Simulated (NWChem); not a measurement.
**AgF (SMILES [F][Ag]) at BP86/def2-TZVP (core potential)**

Aim: the electronic atomisation energy of AgF at BP86/def2-TZVP (core potential), from 3 runs. 

The results are computed with NWChem 7.3.0.

14 further runs of the same task are left out: 2 that didn't finish, 12 set aside as unsound or not needed.

### Step 1. Starting point

AgF: 2 atoms, total charge 0, spin state singlet. As SMILES, `[F][Ag]`. Geometry: relaxed at PBE0-D4/def2-TZVP.

Bond lengths: F1–Ag2 1.986 Å.

### Step 2. A single-point energy at BP86/def2-TZVP (core potential)

Contents of agf.nw:

```
start agf
title "AgF"
memory 2200 mb

geometry noautosym nocenter noautoz
  F     0.860000   -0.334300    0.425600
  Ag   -0.830500    0.274100   -0.421500
end

basis spherical bse
  * library def2-TZVP
end

ecp bse
  Ag library def2-TZVP
end

dft
  xc becke88 perdew86
  grid lebedev 35 6
  convergence energy 1e-08
  maxiter 100
  mulliken
  print low
end

task dft energy
```

Launch:

```sh
$ nwchem agf.nw > agf.out
```

The log of the run:

```text
[...]
 d= 0,ls=0.0,diis     1   -246.8268920593 -2.92D+02  3.99D-02  1.29D+00     0.5
[...]
 d= 0,ls=0.0,diis    12   -246.9730437815 -3.98D-10  1.33D-07  6.81D-11     4.2
         Total DFT energy =     -246.973043781465
      One electron energy =     -491.994056865710
           Coulomb energy =      224.165694413828
    Exchange-Corr. energy =      -24.700640281235
 Nuclear repulsion energy =       45.555958951652
[...]
      Total Density - Mulliken Population Analysis
     ---------------------------------------------
    Atom       Charge   Shell Charges
 -----------   ------   -------------------------------------------------------
    1 F    9     9.53   0.77  1.19  0.63  0.94  0.45  2.26  2.03  1.26  0.00  0.00  0.00
    2 Ag  19    18.47   0.03 -0.42  1.67  0.72  0.40  0.01  5.27  0.73  0.09  0.04  5.75  3.19  0.97  0.00
[...]
```

It took 5.1 s on 1 thread of Intel Xeon 6975P-C (Granite Rapids), shared host; peak memory 0.1 GiB.

### Step 3. The Ag atom, same level

Contents of a.nw:

```
start a
title "Ag"
memory stack 880 mb heap 220 mb global 1100 mb
charge 0

geometry units angstrom noautosym nocenter noautoz
  Ag     0.000000     0.000000     0.000000
end

basis spherical bse
  * library def2-TZVP
end

ecp bse
  Ag library def2-TZVP
end

dft
  xc becke88 perdew86
  mult 2
  grid lebedev 35 6
  convergence energy 1e-08
  maxiter 100
  mulliken
  print low
end

task dft energy
```

Launch:

```sh
$ nwchem a.nw > a.out
```

The log of the run:

```text
[...]
 d= 0,ls=0.0,diis     1   -147.0075262154 -1.47D+02  1.41D-02  2.00D-01     0.2
[...]
 d= 0,ls=0.5,diis    51   -147.0833187514 -9.33D-09  1.36D-07  9.14D-10     4.2
[...]
         Total DFT energy =     -147.083318757554
      One electron energy =     -261.021683685630
           Coulomb energy =      128.166493269489
    Exchange-Corr. energy =      -14.228128341414
 Nuclear repulsion energy =        0.000000000000
[...]
      Total Density - Mulliken Population Analysis
     ---------------------------------------------
    Atom       Charge   Shell Charges
 -----------   ------   -------------------------------------------------------
    1 Ag  19    19.00   0.03 -0.42  1.68  0.71  0.73  0.27  5.26  0.72  0.02 -0.00  5.75  3.19  1.06  0.00
     --------------------------------------------
      Spin Density - Mulliken Population Analysis
     --------------------------------------------
    Atom       Charge   Shell Charges
 -----------   ------   -------------------------------------------------------
    1 Ag  19     1.00   0.00 -0.02  0.04 -0.02  0.72  0.28 -0.00  0.00  0.00 -0.00 -0.06 -0.00  0.06 -0.00
[...]
      <S2> =      0.7514 (Exact =     0.7500)
[...]
```

Wall time 5.1 s (1 thread of Intel Xeon 6975P-C (Granite Rapids), shared host); peak memory 0.1 GiB.

### Step 4. The F atom, same level

Contents of f.nw:

```
start f
title "F"
memory 2200 mb

geometry units atomic noautosym nocenter noautoz
  F   0.00000000  0.00000000  0.00000000
end

basis spherical bse
  F library def2-TZVP
end

dft
  xc becke88 perdew86
  mult 2
  grid lebedev 35 6
  convergence energy 1e-08
  iterations 100
  mulliken
  noprint "final vectors analysis"
end

task dft
```

Launch:

```sh
$ nwchem f.nw > f.out
```

The log of the run:

```text
[...]
          Wavefunction type:  spin polarized.
          No. of atoms     :     1
          No. of electrons :     9
[...]
          Charge           :     0
          Spin multiplicity:     2
[...]
          AO basis - number of functions:    31
[...]
              XC Information
              --------------
                    Becke 1988 Exchange Functional  1.000
                Perdew 1981 Correlation Functional  1.000 local
                Perdew 1986 Correlation Functional  1.000 non-local
[...]
 d= 0,ls=0.0,diis     1    -99.7485016378 -9.97D+01  3.31D-03  1.16D-01     0.1
[...]
  Singularity in Pulay matrix. Error and Fock matrices removed.
 d= 0,ls=0.0,diis    11    -99.7614487403 -4.29D-09  9.49D-05  8.95D-07     0.5
[...]
  Singularity in Pulay matrix. Error and Fock matrices removed.
  Singularity in Pulay matrix. Error and Fock matrices removed.
 d= 0,ls=0.0,diis    12    -99.7614482255  5.15D-07  2.59D-05  2.38D-07     0.5
[...]
  Singularity in Pulay matrix. Error and Fock matrices removed.
 d= 0,ls=0.0,diis    14    -99.7614486979 -2.19D-07  9.16D-07  5.43D-08     0.6
[...]
 d= 0,ls=0.0,diis    15    -99.7614486913  6.63D-09  7.79D-07  6.83D-08     0.7
[...]
         Total DFT energy =      -99.761448691279
      One electron energy =     -139.144998046784
           Coulomb energy =       49.745856788200
    Exchange-Corr. energy =      -10.362307432694
 Nuclear repulsion energy =        0.000000000000
[...]
      Total Density - Mulliken Population Analysis
     ---------------------------------------------
    Atom       Charge   Shell Charges
 -----------   ------   -------------------------------------------------------
    1 F    9     9.00   0.78  1.19  0.65  0.98  0.40  2.20  1.88  0.91  0.00  0.00  0.00
     --------------------------------------------
      Spin Density - Mulliken Population Analysis
     --------------------------------------------
    Atom       Charge   Shell Charges
 -----------   ------   -------------------------------------------------------
    1 F    9     1.00  -0.00 -0.00  0.01  0.01 -0.02  0.48  0.39  0.13  0.00  0.00  0.00
[...]
      <S2> =      0.7512 (Exact =     0.7500)
[...]
```

Wall time 1.3 s (1 thread of Intel Xeon 6975P-C (Granite Rapids), shared host); peak memory 0.1 GiB.

### Step 5. Results

At BP86/def2-TZVP (core potential):

```
                     quantity          value
       molecule: total energy  -246.97304 Eh
        Ag atom: total energy  -147.08332 Eh
                Ag atom: ⟨S²⟩          0.751
         F atom: total energy   -99.76145 Eh
                 F atom: ⟨S²⟩          0.751
electronic atomisation energy       3.491 eV
```

What this shows: Taking the molecule apart into free atoms costs 3.49 eV (80 kcal/mol), before zero-point energy and without spin-orbit coupling.
